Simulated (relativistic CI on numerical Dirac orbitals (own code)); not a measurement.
**Hf: one ion under different settings**

Aim: see what numerical and physical settings do to the SCF, the total energy and the lowest levels of Hf.

Program: relativistic CI on numerical Dirac orbitals (own code) version 3. Level of theory: Dirac-Coulomb-Breit CI, KLI orbitals optimised for each configuration, model QED (radiative potential, 1s self-energy scaled to tabulated hydrogen-like ionisation energies), numerical settings as typed. These are calculated values, not measurements, unless marked.

**1. The system**

| Property | Result |
| --- | --- |
| ion | Hf (Hf I) |
| nuclear charge | 72 |
| electrons | 72 |
| isotope | A = 180 |

**2. The usual input**

The run's settings:

```ini
atom Hf  Z=72  charge=0  electrons=72
nucleus A=180  rms_radius_fm=5.3470
hamiltonian dirac-coulomb  breit=on  qed=on  c_scale=1
orbitals kli  potential=per-configuration
slater_scale 1
correlation none
mixing on
grid step=0.0125 r_max=259.4
scf mixing=0.4 start=green max_iterations=150 tolerance=2e-08 node_fill=0.05
configurations
  [Xe] 4f14 5d2 6s2
  [Xe] 4f14 5d 6s2 6p
end
```

Command:

```console
$ python run_levels.py task.json out
```

The settings of every run stand in task.json; they run in order.

**3. Grid step 0.04, start potential thomas-fermi, speed-of-light factor 1.25**

The run's settings:

```ini
atom Hf  Z=72  charge=0  electrons=72
nucleus A=180  rms_radius_fm=5.3470
hamiltonian dirac-coulomb  breit=on  qed=on  c_scale=1.25
orbitals kli  potential=per-configuration
slater_scale 1
correlation none
mixing on
grid step=0.04 r_max=259.4
scf mixing=0.4 start=thomas-fermi max_iterations=150 tolerance=2e-08 node_fill=0.05
configurations
  [Xe] 4f14 5d2 6s2
  [Xe] 4f14 5d 6s2 6p
end
```

**4. Tolerance 1e-06**

The run's settings:

```ini
atom Hf  Z=72  charge=0  electrons=72
nucleus A=180  rms_radius_fm=5.3470
hamiltonian dirac-coulomb  breit=on  qed=on  c_scale=1
orbitals kli  potential=per-configuration
slater_scale 1
correlation none
mixing on
grid step=0.0125 r_max=259.4
scf mixing=0.4 start=green max_iterations=150 tolerance=1e-06 node_fill=0.05
configurations
  [Xe] 4f14 5d2 6s2
  [Xe] 4f14 5d 6s2 6p
end
```

**5. Node fill 0.5, nuclear radius 4.8123**

The run's settings:

```ini
atom Hf  Z=72  charge=0  electrons=72
nucleus A=180  rms_radius_fm=4.8123
hamiltonian dirac-coulomb  breit=on  qed=on  c_scale=1
orbitals kli  potential=per-configuration
slater_scale 1
correlation none
mixing on
grid step=0.0125 r_max=259.4
scf mixing=0.4 start=green max_iterations=150 tolerance=2e-08 node_fill=0.5
configurations
  [Xe] 4f14 5d2 6s2
  [Xe] 4f14 5d 6s2 6p
end
```

**6. Tolerance 0.0001, iteration limit 30, speed-of-light factor 10**

The run's settings:

```ini
atom Hf  Z=72  charge=0  electrons=72
nucleus A=180  rms_radius_fm=5.3470
hamiltonian dirac-coulomb  breit=on  qed=on  c_scale=10
orbitals kli  potential=per-configuration
slater_scale 1
correlation none
mixing on
grid step=0.0125 r_max=259.4
scf mixing=0.4 start=green max_iterations=30 tolerance=0.0001 node_fill=0.05
configurations
  [Xe] 4f14 5d2 6s2
  [Xe] 4f14 5d 6s2 6p
end
```

(Steps that only read results are left out.)

Q: Predict the outcome of this session. Wanted: lowest level, usual settings; total energy; first excitation.

As calculated:

| setting | total energy less usual (Ha) | largest shift of a level among the lowest eight of both runs, same label and place (cm⁻¹) | SCF iterations | time | lowest level | kind of change |
| --- | --- | --- | --- | --- | --- | --- |
| usual | 0 | 0 | 25 | 0.31 s | 5d2 3F2 | - |
| grid step 0.04, start potential thomas-fermi, speed-of-light factor 1.25 | 295 | 1120 | 25 | 0.11 s | 5d2 3F2 | unphysical constant |
| tolerance 1e-06 | 0 | 0.0200 | 22 | 0.28 s | 5d2 3F2 | numerical |
| node fill 0.5, nuclear radius 4.8123 | -0.245 | 1310 | 26 | 0.29 s | 5d2 3F2 | unphysical constant |
| tolerance 0.0001, iteration limit 30, speed-of-light factor 10 | 740 | 3800 | 20 | 0.27 s | 5d2 3F2 | unphysical constant |

```
                    quantity           value
lowest level, usual settings         5d2 3F2
                total energy  -15062.5381 Ha
            first excitation     1816.0 cm⁻¹
```

**Reading.** Among the runs whose levels can be followed, they move most under «tolerance 0.0001, iteration limit 30, speed-of-light factor 10» (unphysical constant), by up to 3800 cm⁻¹. No visible change in the result comes from «tolerance 1e-06». Only the listed configurations are in the model. In a near-neutral ion this small CI can misplace whole configurations by 10,000 cm⁻¹ or more, above all where the count of f electrons changes.
